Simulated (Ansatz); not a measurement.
# C₃H₁₂GeO₂Si: up Jacob's ladder to CCSD(T)

One table from this session's results is given with a row withheld; the runs are named, their logs left out.

The runs use Ansatz 0.2.0, Gaussian basis; functionals in def2-TZVPP, the program's frozen cores in correlated methods.

Plan: LDA (SPW92), PBE-D4, revPBE-D4, BLYP-D4, r2SCAN-D4, B97M-V, PBE0-D4, B3LYP-D4, r2SCANh-D4, r2SCAN0-D4, HSE06-D4, BHLYP-D4, CAM-B3LYP-D4, LC-ωPBE, ωB97X-V, ωB97M-V, B2PLYP, PBE-QIDH; CCSD(T)/def2-SVP; CCSD(T)/def2-TZVPP; MP2/def2-QZVPP; extrapolation to the limit.

1 further run of the same task is left out (set aside as unsound or not needed).

### The geometry

All runs share one geometry, relaxed beforehand with PBE0-D4 in a triple-zeta def2 set.

SMILES `C[O][Ge]([CH3])([CH3])[O][SiH3]`, 19 atoms, charge 0, spin multiplicity 1.

Atoms are counted from 1 here; the program's logs count them from 0.

Bond lengths: C1–O2 1.407 Å, C1–H8 1.097 Å, C1–H9 1.093 Å, C1–H10 1.098 Å, O2–Ge3 1.778 Å, Ge3–C4 1.936 Å, Ge3–C5 1.931 Å, Ge3–O6 1.784 Å, C4–H11 1.090 Å, C4–H12 1.091 Å, C4–H13 1.091 Å, C5–H14 1.090 Å, C5–H15 1.091 Å, C5–H16 1.091 Å, O6–Si7 1.632 Å, Si7–H17 1.489 Å, Si7–H18 1.486 Å, Si7–H19 1.491 Å. Angles: O2–C1–H8 112.2°, O2–C1–H9 108.1°, O2–C1–H10 112.2°, H8–C1–H9 108.0°, H8–C1–H10 108.3°, H9–C1–H10 107.9°, C1–O2–Ge3 120.0°, O2–Ge3–C4 111.8°, O2–Ge3–C5 105.0°, O2–Ge3–O6 106.8°, C4–Ge3–C5 118.1°, C4–Ge3–O6 105.0°, C5–Ge3–O6 109.7°, Ge3–C4–H11 109.9°, Ge3–C4–H12 110.6°, Ge3–C4–H13 109.7°, H11–C4–H12 109.2°, H11–C4–H13 108.5° and more.

Coordinates:

```mol
C3H12GeO2Si
  3D, bonds by distance, orders not assigned

 19 18  0  0  0  0  0  0  0  0999 V2000
    1.9170   -1.3633   -0.3635 C   0  0
    1.3922   -0.3915    0.5079 O   0  0
    0.0470    0.6440   -0.0206 Ge  0  0
    0.3828    1.4262   -1.7593 C   0  0
   -0.2816    1.8340    1.4642 C   0  0
   -1.3623   -0.4233   -0.2584 O   0  0
   -2.0028   -1.6413    0.6190 Si  0  0
    1.1566   -2.0861   -0.6844 H   0  0
    2.6992   -1.9099    0.1687 H   0  0
    2.3671   -0.9165   -1.2594 H   0  0
    0.4888    0.6395   -2.5067 H   0  0
    1.2928    2.0274   -1.7406 H   0  0
   -0.4565    2.0623   -2.0438 H   0  0
   -0.4436    1.2462    2.3682 H   0  0
    0.5771    2.4883    1.6195 H   0  0
   -1.1651    2.4438    1.2728 H   0  0
   -1.2506   -2.9098    0.4117 H   0  0
   -3.4090   -1.8445    0.1843 H   0  0
   -1.9910   -1.3297    2.0769 H   0  0
  1  2  8  0
  2  3  8  0
  3  4  8  0
  3  5  8  0
  3  6  8  0
  6  7  8  0
  1  8  8  0
  1  9  8  0
  1 10  8  0
  4 11  8  0
  4 12  8  0
  4 13  8  0
  5 14  8  0
  5 15  8  0
  5 16  8  0
  7 17  8  0
  7 18  8  0
  7 19  8  0
M  END
```

The first run:

File in.yaml:

```yaml
crystal:
  periodic: [false, false, false]
  atoms:
    - {symbol: C, position_ang: [1.916955, -1.363308, -0.363451]}
    - {symbol: O, position_ang: [1.392207, -0.391485, 0.507918]}
    - {symbol: Ge, position_ang: [0.047028, 0.644012, -0.020629]}
    - {symbol: C, position_ang: [0.382845, 1.426249, -1.759318]}
    - {symbol: C, position_ang: [-0.281558, 1.833980, 1.464216]}
    - {symbol: O, position_ang: [-1.362338, -0.423334, -0.258368]}
    - {symbol: Si, position_ang: [-2.002847, -1.641301, 0.618950]}
    - {symbol: H, position_ang: [1.156620, -2.086087, -0.684384]}
    - {symbol: H, position_ang: [2.699161, -1.909931, 0.168721]}
    - {symbol: H, position_ang: [2.367107, -0.916546, -1.259419]}
    - {symbol: H, position_ang: [0.488792, 0.639466, -2.506680]}
    - {symbol: H, position_ang: [1.292822, 2.027447, -1.740640]}
    - {symbol: H, position_ang: [-0.456486, 2.062257, -2.043817]}
    - {symbol: H, position_ang: [-0.443585, 1.246168, 2.368165]}
    - {symbol: H, position_ang: [0.577093, 2.488272, 1.619488]}
    - {symbol: H, position_ang: [-1.165145, 2.443825, 1.272829]}
    - {symbol: H, position_ang: [-1.250614, -2.909791, 0.411672]}
    - {symbol: H, position_ang: [-3.409034, -1.844459, 0.184330]}
    - {symbol: H, position_ang: [-1.991024, -1.329734, 2.076920]}
basis:
  gaussian: {orbitals: def2-TZVPP}
hamiltonian: {xc: lda}
output: {orbitals: {seedname: orbitals}}
```

Among the steps run: LDA; PBE-D4 (GGA); revPBE-D4 (GGA); BLYP-D4 (GGA); r2SCAN-D4 (meta-GGA); B97M-V (meta-GGA); PBE0-D4 (hybrid); B3LYP-D4 (hybrid); r2SCANh-D4 (hybrid); r2SCAN0-D4 (hybrid); HSE06-D4 (hybrid); BHLYP-D4 (hybrid); CAM-B3LYP-D4 (range-separated); LC-ωPBE (range-separated); ωB97X-V (range-separated); ωB97M-V (range-separated); B2PLYP (double hybrid); PBE-QIDH (double hybrid).

One of the session's tables, all rows but one given; the rest of the session is left out.

It belongs to the step «Frontier levels by functional». 

| functional | HOMO (eV) | gap (eV) |
| --- | --- | --- |
| LDA (SPW92) | -6.37 | 5.52 |
| PBE-D4 | -6.23 | 5.65 |
| revPBE-D4 | -6.18 | 5.72 |
| BLYP-D4 | -6.15 | 5.67 |
| r2SCAN-D4 | -6.57 | 6.43 |
| B97M-V | -6.73 | 6.27 |
| PBE0-D4 | -7.81 | 8.09 |
| B3LYP-D4 | -7.57 | 7.60 |
| r2SCANh-D4 | -7.16 | 7.31 |
| r2SCAN0-D4 | -8.05 | 8.61 |
| HSE06-D4 | -7.40 | 7.31 |
| BHLYP-D4 | -9.30 | 10.36 |
| CAM-B3LYP-D4 | -9.26 | 10.45 |
| LC-ωPBE | ? | ? |
| ωB97X-V | -10.28 | 12.49 |
| ωB97M-V | -10.21 | 12.06 |

Estimate the missing values for LC-ωPBE.

As computed: HOMO (eV): -10.59; gap (eV): 13.02. In the column «HOMO (eV)» it is the lowest.
